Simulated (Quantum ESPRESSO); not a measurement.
# PtSe: phonon spectrum and thermodynamics under several settings

```
Pt Se
1.0
     0.00000    2.79841    2.79841
     2.79841    0.00000    2.79841
     2.79841    2.79841    0.00000
Pt Se
1 1
Direct
  0.50000 0.50000 0.50000
  0.00000 0.00000 0.00000
```

The cell comes from a database or a generator and needn't be the stable form of this composition.

All runs used Quantum ESPRESSO 7.5; k mesh 4 × 4 × 4, shifted; relaxed cell; no spin polarisation; cutoff 612 eV; occupations fermi-dirac, width 0.05 eV; q mesh 2 × 2 × 2.

```csv
level,potentials,volume (Å³/atom),highest frequency (cm⁻¹),zero-point energy (meV/atom),entropy at room temperature (k_B/atom)
LDA,GBRV 1.5 LDA,17.28,174,19.4,5.49
PBE,GBRV 1.5 PBE,18.42,148,16.7,5.88
PBEsol,GBRV 1.5 PBEsol,?,?,?,?
```

What stands in the row left open?

Volume 17.61 Å³/atom; highest frequency 166 cm⁻¹; zero-point energy 18.6 meV/atom; entropy at room temperature 5.62 k_B/atom.

Caveats: all runs use coarse meshes; the mesh is thin for the phonons of a metal; the volume moved by over 15 % at a fixed basis, so the end points are rough; some modes are imaginary (some runs).

For the row left open. Caveat: the k mesh is coarse (spacing up to 0.49 Å⁻¹), so the values aren't converged; the mesh is thin for the phonons of a metal; the volume moved by over 15 % at a fixed basis, so the end points are rough; the q mesh is small, so phonon branches between its points and thermal values are rough.
